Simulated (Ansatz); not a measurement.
# C2H6F2Si, SMILES C[SiH](F)CF: vertical spin-state energies

With Ansatz's Python interface.

The cells in order, each with its output:

```python
import warnings

import ansatz as az
from ase import Atoms
```

```python
warnings.simplefilter("ignore", az.DeckWarning)
```

```python
atoms = Atoms(["C", "Si", "F", "C", "F", "H", "H", "H", "H", "H", "H"], positions=[
    (-0.874, -0.6722, 1.1139),
    (0.6347, -0.0316, 0.3071),
    (1.613, -1.2769, 0.1998),
    (0.4318, 0.6325, -1.3989),
    (-0.5506, 1.6295, -1.3708),
    (-1.3923, -1.3987, 0.5033),
    (-0.6982, -1.0337, 2.1016),
    (-1.6073, 0.2035, 1.2052),
    (1.2802, 1.0159, 1.2163),
    (1.2776, 1.021, -1.8136),
    (-0.0496, -0.1463, -2.0432),
])
mol = az.Crystal.molecule_from_ase(atoms)
```

```python
model = (
    mol.calculation()
    .basis(gaussian="def2-SVPD")
    .functional("pbe0", dispersion="d3bj")
)
found = {}
for unpaired in [0, 2]:
    report = model.spin("collinear", total=unpaired).run(threads=1, backend="cpu").report
    s = unpaired / 2
    found[unpaired] = report["free_energy_ev"]
    print(f"2S+1 = {unpaired + 1}: E = {found[unpaired]:.5f} eV, <S^2> = {abs(report['mean_field']['state']['spin_squared']):.3f} (pure state {s * (s + 1):.2f})")
lowest = min(found, key=found.get)
for unpaired, e in found.items():
    print(f"multiplicity {unpaired + 1}: {(e - found[lowest]):.3f} eV above the lowest")
```

    2S+1 = 1: E = -15465.90722 eV, <S^2> = 0.000 (pure state 0.00)
    2S+1 = 3: E = -15459.16962 eV, <S^2> = 2.004 (pure state 2.00)
    multiplicity 1: 0.000 eV above the lowest
    multiplicity 3: 6.738 eV above the lowest

In order: multiplicity 1 (+0.00 eV) and multiplicity 3 (+6.74 eV), all at the one geometry.

Notes:
- The settings weren't tested for convergence.
- The geometry is a force-field or estimated start, not a minimum of this method, and the basis set is short of its limit. All parts are taken at fixed geometry, without zero-point energy.
- Finished in 25 s on 1 thread of Intel(R) Xeon(R) Platinum 8488C (Sapphire Rapids) (shared host), peak memory 0.52 GiB.

(Lines on the test bed's own set-up are left out of the output.)
